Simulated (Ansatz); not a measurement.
# CH₇ClGeSi: a ladder of functionals and wavefunction methods

One table from this session's results is given with a row withheld; the runs are named, their logs left out.

Computed with Ansatz 0.2.0, Gaussian basis. Level: functionals in def2-TZVPP, the program's frozen cores in correlated methods.

Plan: PBE-D4, r2SCAN-D4, PBE0-D4, B3LYP-D4, ωB97X-V, ωB97M-V, B2PLYP; CCSD(T)/def2-TZVPP; MP2/def2-QZVPP; extrapolation to the limit.

## The relaxed structure

The geometry comes from an earlier relaxation with PBE0-D4 in a triple-zeta def2 set; it is a stationary point, not always the lowest conformer.

11 atoms, charge 0, spin multiplicity 1.

Atoms are counted from 1 here; the program's logs count them from 0.

Bond lengths: C1–Ge2 1.956 Å, C1–H5 1.090 Å, C1–H6 1.090 Å, C1–H7 1.090 Å, Ge2–Si3 2.380 Å, Ge2–H8 1.543 Å, Ge2–H9 1.540 Å, Si3–Cl4 2.069 Å, Si3–H10 1.485 Å, Si3–H11 1.486 Å. Angles: Ge2–C1–H5 110.1°, Ge2–C1–H6 110.3°, Ge2–C1–H7 109.8°, H5–C1–H6 108.8°, H5–C1–H7 108.9°, H6–C1–H7 108.8°, C1–Ge2–Si3 110.1°, C1–Ge2–H8 110.5°, C1–Ge2–H9 110.3°, Si3–Ge2–H8 109.1°, Si3–Ge2–H9 108.7°, H8–Ge2–H9 108.0°, Ge2–Si3–Cl4 108.2°, Ge2–Si3–H10 113.0°, Ge2–Si3–H11 112.0°, Cl4–Si3–H10 107.5°, Cl4–Si3–H11 107.1°, H10–Si3–H11 108.7°.

Set-up of the first run:

in.yaml

```yaml
crystal:
  periodic: [false, false, false]
  atoms:
    - {symbol: C, position_ang: [-1.728439, -0.119975, 0.349015]}
    - {symbol: Ge, position_ang: [0.140626, -0.095320, 0.924322]}
    - {symbol: Si, position_ang: [1.576173, 0.040852, -0.969412]}
    - {symbol: Cl, position_ang: [0.967878, 1.644216, -2.126661]}
    - {symbol: H, position_ang: [-2.388147, -0.133488, 1.217129]}
    - {symbol: H, position_ang: [-1.926393, -1.004403, -0.257241]}
    - {symbol: H, position_ang: [-1.943869, 0.768348, -0.245378]}
    - {symbol: H, position_ang: [0.477694, -1.371021, 1.723378]}
    - {symbol: H, position_ang: [0.403518, 1.120314, 1.833268]}
    - {symbol: H, position_ang: [2.998035, 0.266162, -0.605501]}
    - {symbol: H, position_ang: [1.488323, -1.172584, -1.822421]}
basis:
  gaussian: {orbitals: def2-TZVPP}
hamiltonian: {xc: pbe, dispersion: d4}
output: {forces: true, orbitals: {seedname: orbitals}}
```

Started as:

```
> ansatz run in.yaml --threads 4 --pin off --events-out ev --progress --plain --max-ram 10444MiB
```

Among the steps run: PBE-D4 (GGA); r2SCAN-D4 (meta-GGA); PBE0-D4 (hybrid); B3LYP-D4 (hybrid); ωB97X-V (range-separated); ωB97M-V (range-separated); B2PLYP (double hybrid); CCSD(T) in def2-TZVPP; MP2 in def2-QZVPP.

One table of the session follows, with a row left open; its other results are not shown here.

It belongs to the step «Atomisation energies». 

| method | atomisation energy (kJ/mol) |
| --- | --- |
| PBE-D4 | 3454.7 |
| r2SCAN-D4 | 3470.7 |
| PBE0-D4 | 3442.7 |
| B3LYP-D4 | 3444.1 |
| ωB97X-V | 3484.8 |
| ωB97M-V | 3457.8 |
| B2PLYP | 3408.8 |
| HF/def2-TZVPP | ? |
| MP2/def2-TZVPP | 3394.9 |
| CCSD/def2-TZVPP | 3360.5 |
| CCSD(T)/def2-TZVPP | 3397.8 |
| MP2/CBS | 3471.1 |
| CCSD(T)/CBS | 3474.1 |

Q: Estimate the row for HF/def2-TZVPP from the others.

As computed: atomisation energy (kJ/mol): 2622.6. In the column «atomisation energy (kJ/mol)» it is the lowest.

Caveats from the session: Free atoms (1 C, 1 Ge, 1 Si, 1 Cl, 7 H) were run apart at each level; the atomisation energy is their sum less the molecule, without zero-point or spin-orbit terms.
